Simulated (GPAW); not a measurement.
# Al2O3 (R-3c) in GPAW: notebook, part 2 of 2

GPAW 26.7.0.

### Step 3. Single point, GLLB-SC

run.py reads:

```python
from ase import Atoms
from ase.dft.bandgap import bandgap
from ase.io import write
from gpaw import GPAW, PW

atoms = Atoms(['Al', 'Al', 'Al', 'Al', 'O', 'O', 'O', 'O', 'O', 'O'],
              cell=[[2.377, 1.3723615899, 4.33],
                    [-2.377, 1.3723615899, 4.33],
                    [0.0, -2.7447231797, 4.33]],
              scaled_positions=[[0.85228, 0.85228, 0.85228],
                                [0.64772, 0.64772, 0.64772],
                                [0.14772, 0.14772, 0.14772],
                                [0.35228, 0.35228, 0.35228],
                                [0.0564, 0.4436, 0.75],
                                [0.75, 0.0564, 0.4436],
                                [0.4436, 0.75, 0.0564],
                                [0.9436, 0.5564, 0.25],
                                [0.25, 0.9436, 0.5564],
                                [0.5564, 0.25, 0.9436]],
              pbc=True)

calc = GPAW(mode=PW(800),
            xc='GLLBSC',
            kpts={'size': (4, 4, 4), 'gamma': True},
            occupations={'name': 'fermi-dirac', 'width': 0.05},
            nbands=44,
            convergence={'density': 1e-05, 'energy': 1e-05},
            maxiter=150,
            txt='gpaw.txt')
atoms.calc = calc
energy = atoms.get_potential_energy()
calc.write('gs.gpw')
write('result.traj', atoms)
print('Fermi level:', round(calc.get_fermi_level(), 4), 'eV')
print(f'Gap: {bandgap(calc)[0]:.4f} eV, direct: {bandgap(calc, direct=True)[0]:.4f} eV')
```

Potentials or basis: the program's PAW data sets (release 1.2.1) made for this functional, pw.

On the command line:

```sh
> OMP_NUM_THREADS=1 python run.py
```

gpaw.txt:

```text
___ ___ ___ _ _ _
 |   |   |_  | | | |
 | | | | | . | | | |
 |__ |  _|___|_____|  26.7.0
 |___|_|

Input parameters:
  convergence: {density: 1e-05,
                energy: 1e-05}
  kpts: {gamma: True,
         size: (4, 4, 4)}
  maxiter: 150
  mode: {ecut: 800.0,
         name: pw}
  nbands: 44
  occupations: {name: fermi-dirac,
                width: 0.05}
  xc: GLLBSC

System changes: positions, numbers, cell, pbc, initial_charges, initial_magmoms

Initialize ...

species:
  Al:
    name:    Aluminium
    Z:       13.0
    valence: 3
    core:    10
    charge:  0.0  # [|e|]
    compensation charges:
      type: gauss
      rc: 0.34  # [Å]
      lmax: 2
    cutoffs:
      filter: 1.91  # [Å]
      core: 2.36  # [Å]
    projectors
    | kind |    occ | energy [eV] | rcut [Å] |
    |------|--------|-------------|----------|
    |   3s |  2.000 |      -7.950 |    1.085 |
    |   3p |  1.000 |      -3.225 |    1.085 |
    |    s |        |      19.261 |    1.085 |
    |    p |        |      23.986 |    1.085 |
    |    d |        |       0.000 |    1.085 |

    Using partial waves for Al as LCAO basis

  O:
    name:    Oxygen
    Z:       8.0
    valence: 6
    core:    2
    charge:  0.0  # [|e|]
    compensation charges:
      type: gauss
      rc: 0.21  # [Å]
      lmax: 2
    cutoffs:
      filter: 1.17  # [Å]
      core: 0.83  # [Å]
    projectors
    | kind |    occ | energy [eV] | rcut [Å] |
    |------|--------|-------------|----------|
    |   2s |  2.000 |     -28.986 |    0.688 |
    |   2p |  4.000 |     -13.358 |    0.598 |
    |    s |        |      -1.774 |    0.688 |
    |    p |        |      13.853 |    0.598 |
    |    d |        |       0.000 |    0.619 |

    Using partial waves for O as LCAO basis

Reference energy: -38560.412462  # eV

Spin-paired calculation

Convergence criteria:
 Maximum [total energy] change in last 3 cyles: 1e-05 eV / valence electron
 Maximum integral of absolute [dens]ity change: 1e-05 electrons / valence electron
 Maximum integral of absolute [eigenst]ate change: 4e-08 eV^2 / valence electron
 Maximum number of scf [iter]ations: 150
 (Square brackets indicate name in SCF output, whereas a 'c' in
 the SCF output indicates the quantity has converged.)

Symmetries present (total): 6

  ( 1  0  0)  ( 0  1  0)  ( 0  0  1)  ( 0  0 -1)  ( 0 -1  0)  (-1  0  0)
  ( 0  1  0)  ( 0  0  1)  ( 1  0  0)  (-1  0  0)  ( 0  0 -1)  ( 0 -1  0)
  ( 0  0  1)  ( 1  0  0)  ( 0  1  0)  ( 0 -1  0)  (-1  0  0)  ( 0  0 -1)

64 k-points: 4 x 4 x 4 Monkhorst-Pack grid + [1/8,1/8,1/8]
14 k-points in the irreducible part of the Brillouin zone
       k-points in crystal coordinates                weights
   0:     0.00000000    0.00000000    0.00000000          1/64
   1:     0.25000000    0.00000000   -0.25000000          6/64
   2:     0.25000000    0.00000000    0.00000000          6/64
   3:     0.25000000    0.25000000   -0.25000000          6/64
   4:     0.25000000    0.25000000    0.00000000          6/64
   5:     0.25000000    0.25000000    0.25000000          2/64
   6:     0.50000000    0.00000000    0.00000000          3/64
   7:     0.50000000    0.00000000    0.25000000          6/64
   8:     0.50000000    0.25000000   -0.25000000          6/64
   9:     0.50000000    0.25000000    0.00000000          6/64
          ...
  13:     0.50000000    0.50000000    0.50000000          1/64

Wave functions: Plane wave expansion
  Cutoff energy: 800.000 eV
  Number of coefficients (min, max): 4319, 4368
  Pulay-stress correction: 0.000000 eV/Ang^3 (de/decut=0.000000)
  Using FFTW library
  ScaLapack parameters: grid=1x1, blocksize=None
  Wavefunction extrapolation:
    Improved wavefunction reuse through dual PAW basis

Occupation numbers: Fermi-Dirac:
  width: 0.0500  # eV

Eigensolver
   Davidson(niter=2)

Densities:
  Coarse grid: 35*35*35 grid
  Fine grid: 70*70*70 grid
  Total Charge: 0.000000

Density mixing:
  Method: separate
  Backend: msr1
  Linear mixing parameter: 0.05
  old densities: 10
  Width of damping distribution: 1.1
  Damping of long wavelength oscillations: 20

Hamiltonian:
  XC and Coulomb potentials evaluated on a 70*70*70 grid
  Using the GLLBSC Exchange-Correlation functional
  External potential:
    NoExternalPotential

XC parameters: GLLBSC functional being used consists of
  -----------------------------------------------------------------------
  | Weight | Module     | Description                                   |
  -----------------------------------------------------------------------
  |  1.000 | SCREENING  | GGA_X_PBE_SOL with 2 nearest neighbor stencil |
  |  1.000 | RESPONSE   | eps=0.0500 eV                                 |
  |  1.000 | XC         | GGA_C_PBE_SOL with 2 nearest neighbor stencil |
  -----------------------------------------------------------------------

Number of atoms: 10
Number of atomic orbitals: 40
Number of bands in calculation: 44
Number of valence electrons: 48
Bands to converge: occupied

... initialized

Initializing position-dependent things.

Density initialized from atomic densities
Creating initial wave functions:
  40 bands from LCAO basis set
  4 bands from random numbers

            Al

            Al O
        O
           O O
                O
         O  Al

            Al

Atomic positions and initial magnetic moments

Positions:
   0 Al    -0.000000    0.000000   11.071117    ( 0.0000,  0.0000,  0.0000)
   1 Al     0.000000    0.000000    8.413883    ( 0.0000,  0.0000,  0.0000)
   2 Al    -0.000000    0.000000    1.918883    ( 0.0000,  0.0000,  0.0000)
   3 Al    -0.000000    0.000000    4.576117    ( 0.0000,  0.0000,  0.0000)
   4 O     -0.920374   -1.372362    5.412500    ( 0.0000,  0.0000,  0.0000)
   5 O      1.648687   -0.110887    5.412500    ( 0.0000,  0.0000,  0.0000)
   6 O     -0.728313    1.483248    5.412500    ( 0.0000,  0.0000,  0.0000)
   7 O      0.920374    1.372362    7.577500    ( 0.0000,  0.0000,  0.0000)
   8 O     -1.648687    0.110887    7.577500    ( 0.0000,  0.0000,  0.0000)
   9 O      0.728313   -1.483248    7.577500    ( 0.0000,  0.0000,  0.0000)

Unit cell:
           periodic     x           y           z      points  spacing
  1. axis:    yes    2.377000    1.372362    4.330000    35     0.1121
  2. axis:    yes   -2.377000    1.372362    4.330000    35     0.1121
  3. axis:    yes    0.000000   -2.744723    4.330000    35     0.1121

  Lengths:   5.126637   5.126637   5.126637
  Angles:   55.246653  55.246653  55.246653

Effective grid spacing dv^(1/3) = 0.1255

iter:   1   -97.521044
iter:   2   -96.514733   -2.16  -0.70
iter:   3   -82.449480   +0.06  -0.72
iter:   4   -78.965228   -0.88  -0.76
iter:   5   -81.090847   -0.78  -1.29
iter:   6   -78.933050   -2.12  -1.35
iter:   7   -78.290398   -2.39  -1.89
iter:   8   -78.311699   -3.67  -2.71
iter:   9   -78.360150   -5.28  -2.65
iter:  10   -78.442639   -4.29  -2.87
iter:  11   -78.420664   -6.24  -3.31
iter:  12   -78.413170   -6.23  -3.85
iter:  13   -78.414842   -8.49c -4.41
iter:  14   -78.415640   -8.26c -4.84
iter:  15   -78.415445  -10.40c -5.41c
iter:  16   -78.415383c -10.45c -6.09c

Converged after 16 iterations.

Dipole moment: (-0.000000, -0.000000, -0.000000) |e|*Ang

Energy contributions relative to reference atoms: (reference = -38560.412462)

Kinetic:       +123.471917
Potential:     -105.944237
External:        +0.000000
XC:             -97.491168
Entropy (-ST):   -0.000000
Local:           +1.548105
SIC:             +0.000000
--------------------------
Free energy:    -78.415383
Extrapolated:   -78.415383

GLLBSC response reference energy: 3.47813 eV (from HOMO)

Showing only first 2 kpts
 Kpt  Band  Eigenvalues  Occupancy
  0    22      3.42123    2.00000
  0    23      3.47815    2.00000
  0    24     10.73044    0.00000
  0    25     13.87133    0.00000

  1    22      3.16925    2.00000
  1    23      3.28152    2.00000
  1    24     13.18429    0.00000
  1    25     14.35191    0.00000

Fermi level: 7.43019

Gap: 7.252 eV
Transition (v -> c):
  (s=0, k=0, n=23, [0.00, 0.00, 0.00]) -> (s=0, k=0, n=24, [0.00, 0.00, 0.00])
No difference between direct/indirect transitions
Writing to gs.gpw (mode='')
```

Wall time 2.1 min (1 thread of Intel Xeon Platinum 8375C at 2.90GHz (Ice Lake), shared host); peak memory 0.32 GiB.

What came out:

* Band gap on the k mesh, Kohn-Sham part alone: 7.25 eV, direct

Caveat: a model potential gives levels but no total energy.

### Step 4. Single point, TB-mBJ

Edit run.py of step 3 so:

```diff
@@ -22,3 +22,3 @@
 calc = GPAW(mode=PW(800),
-            xc='GLLBSC',
+            xc='TB09',
             kpts={'size': (4, 4, 4), 'gamma': True},
@@ -27,2 +27,3 @@
             convergence={'density': 1e-05, 'energy': 1e-05},
+            eigensolver='cg',
             maxiter=150,
```

Potentials or basis: GPAW PAW data sets for LDA (gpaw-data 1.2.1), pw.

On the command line:

```sh
> OMP_NUM_THREADS=1 python run.py
```

gpaw.txt:

```text
___ ___ ___ _ _ _
 |   |   |_  | | | |
 | | | | | . | | | |
 |__ |  _|___|_____|  26.7.0
 |___|_|

Input parameters:
  convergence: {density: 1e-05,
                energy: 1e-05}
  eigensolver: cg
  kpts: {gamma: True,
         size: (4, 4, 4)}
  maxiter: 150
  mode: {ecut: 800.0,
         name: pw}
  nbands: 44
  occupations: {name: fermi-dirac,
                width: 0.05}
  xc: TB09

System changes: positions, numbers, cell, pbc, initial_charges, initial_magmoms

Initialize ...

species:
  Al:
    name:    Aluminium
    Z:       13.0
    valence: 3
    core:    10
    charge:  0.0  # [|e|]
    compensation charges:
      type: gauss
      rc: 0.34  # [Å]
      lmax: 2
    cutoffs:
      filter: 1.91  # [Å]
      core: 2.36  # [Å]
    projectors
    | kind |    occ | energy [eV] | rcut [Å] |
    |------|--------|-------------|----------|
    |   3s |  2.000 |      -7.830 |    1.085 |
    |   3p |  1.000 |      -2.783 |    1.085 |
    |    s |        |      19.382 |    1.085 |
    |    p |        |      24.428 |    1.085 |
    |    d |        |       0.000 |    1.085 |

    Using partial waves for Al as LCAO basis

  O:
    name:    Oxygen
    Z:       8.0
    valence: 6
    core:    2
    charge:  0.0  # [|e|]
    compensation charges:
[... 113 lines left out ...]

Positions:
   0 Al    -0.000000    0.000000   11.071117    ( 0.0000,  0.0000,  0.0000)
   1 Al     0.000000    0.000000    8.413883    ( 0.0000,  0.0000,  0.0000)
   2 Al    -0.000000    0.000000    1.918883    ( 0.0000,  0.0000,  0.0000)
   3 Al    -0.000000    0.000000    4.576117    ( 0.0000,  0.0000,  0.0000)
   4 O     -0.920374   -1.372362    5.412500    ( 0.0000,  0.0000,  0.0000)
   5 O      1.648687   -0.110887    5.412500    ( 0.0000,  0.0000,  0.0000)
   6 O     -0.728313    1.483248    5.412500    ( 0.0000,  0.0000,  0.0000)
   7 O      0.920374    1.372362    7.577500    ( 0.0000,  0.0000,  0.0000)
   8 O     -1.648687    0.110887    7.577500    ( 0.0000,  0.0000,  0.0000)
   9 O      0.728313   -1.483248    7.577500    ( 0.0000,  0.0000,  0.0000)

Unit cell:
           periodic     x           y           z      points  spacing
  1. axis:    yes    2.377000    1.372362    4.330000    35     0.1121
  2. axis:    yes   -2.377000    1.372362    4.330000    35     0.1121
  3. axis:    yes    0.000000   -2.744723    4.330000    35     0.1121

  Lengths:   5.126637   5.126637   5.126637
  Angles:   55.246653  55.246653  55.246653

Effective grid spacing dv^(1/3) = 0.1255

iter:   1  3120.443718
iter:   2  3157.387144   +1.25  -0.59
iter:   3  3150.521388   +0.58  -0.90
iter:   4  3165.197877   -0.37  -0.82
iter:   5  3180.129397   +0.01  -1.02
iter:   6  3186.679824   -0.66  -1.27
iter:   7  3191.982138   -1.16  -1.48
iter:   8  3191.611878   -1.12  -2.07
iter:   9  3191.691083   -2.16  -1.95
iter:  10  3192.070392   -2.82  -1.99
iter:  11  3194.950651   -1.39  -2.06
[... 11 lines left out ...]
iter:  23  3195.520749   -2.74  -3.35
iter:  24  3195.418336   -3.61  -3.27
iter:  25  3195.441550   -4.39  -3.29
iter:  26  3195.142271   -3.98  -3.15
iter:  27  3195.251035   -3.85  -3.60
iter:  28  3195.159207   -4.26  -3.52
iter:  29  3195.204427   -4.48  -3.88
iter:  30  3195.165651   -4.72  -3.73
iter:  31  3195.178023   -5.23  -4.40
iter:  32  3195.169546   -5.97  -4.32
iter:  33  3195.160668   -5.92  -5.02c
iter:  34  3195.163954   -7.01  -5.19c
iter:  35  3195.160997   -7.76c -5.11c
iter:  36  3195.160446   -7.65c -5.92c
iter:  37  3195.160306   -8.69c -5.84c
iter:  38  3195.160083c  -8.48c -5.98c

Converged after 38 iterations.

Dipole moment: (-0.000000, -0.000000, -0.000000) |e|*Ang

Energy contributions relative to reference atoms: (reference = -38481.133639)

Kinetic:         +3.221684
Potential:      +22.672759
External:        +0.000000
XC:            +3171.132262
Entropy (-ST):   -0.000000
Local:           -1.866622
SIC:             +0.000000
--------------------------
Free energy:   +3195.160083
Extrapolated:  +3195.160083

Showing only first 2 kpts
 Kpt  Band  Eigenvalues  Occupancy
  0    22      6.69044    2.00000
  0    23      6.75925    2.00000
  0    24     14.99526    0.00000
  0    25     18.26015    0.00000

  1    22      6.49352    2.00000
  1    23      6.57288    2.00000
  1    24     17.50842    0.00000
  1    25     18.53357    0.00000

Fermi level: 7.88170

Gap: 8.236 eV
Transition (v -> c):
  (s=0, k=0, n=23, [0.00, 0.00, 0.00]) -> (s=0, k=0, n=24, [0.00, 0.00, 0.00])
No difference between direct/indirect transitions
Writing to gs.gpw (mode='')
```

stdout:

```text
Fermi level: 7.8817 eV
Gap: 8.2360 eV, direct: 8.2360 eV
```

It took 8.1 min on 1 thread of Intel Xeon Platinum 8375C at 2.90GHz (Ice Lake), shared host; peak memory 0.36 GiB.

What came out:

| Item | Value |
| --- | --- |
| Band gap on the k mesh | 8.24 eV, direct |

Levels at points of the mesh, in eV from the valence-band top:
```tsv
k point	band 21	band 22	band 23	band 24	band 25	band 26	band 27	band 28
(0.00, 0.00, 0.00)	-0.49	-0.07	-0.07	0.00	8.24	11.50	13.14	13.72
(0.50, 0.00, 0.00)	-0.84	-0.84	-0.25	-0.25	11.55	11.55	11.97	11.97
(0.50, 0.50, 0.00)	-0.96	-0.83	-0.73	-0.27	11.84	12.11	12.13	12.57
(0.50, 0.50, 0.50)	-0.40	-0.40	-0.40	-0.40	10.79	10.79	13.61	13.61
```

Caveat: a model potential gives levels but no total energy.

### Step 5. The runs side by side

```tsv
task	level	potentials or basis	band path	band points	gap on the mesh (eV)
band structure	LDA	the program's PAW data sets (release 1.2.1) made for this functional, pw	GLB1,BZGX,QFP1Z,LP	80	6.22
single point	GLLB-SC	the program's PAW data sets (release 1.2.1) made for this functional, pw	-	-	-
single point	TB-mBJ	GPAW PAW data sets for LDA (gpaw-data 1.2.1), pw	-	-	8.24
```

Alike in all rows: no spin polarisation; cell as given; k mesh 4 × 4 × 4; cutoff (eV) 800; smearing fermi-dirac 0.05 eV.

Caveats: a model potential gives levels but no total energy (some runs).

Absolute energies hang on the potentials; compare differences alone.

### Step 6. How close it comes

Step 2. Measured gap of Al2O3: 8.7 eV (optical; quoted in “Multi-petahertz electron interference in Cr:Al2O3 solid-state material”, 2018, pmc:5906618). This calculation gives 6.22 eV (-2.48 eV). The value is that of LDA, without temperature or zero-point motion. Semilocal functionals fall short of measured gaps as a rule.

Step 3. The gap isn't set beside the measured one, since the derivative discontinuity is missing.

Step 4. Measured gap of Al2O3: 8.7 eV (optical; quoted in “Multi-petahertz electron interference in Cr:Al2O3 solid-state material”, 2018, pmc:5906618). This calculation gives 8.24 eV (-0.46 eV). The value is that of TB-mBJ, without temperature or zero-point motion.
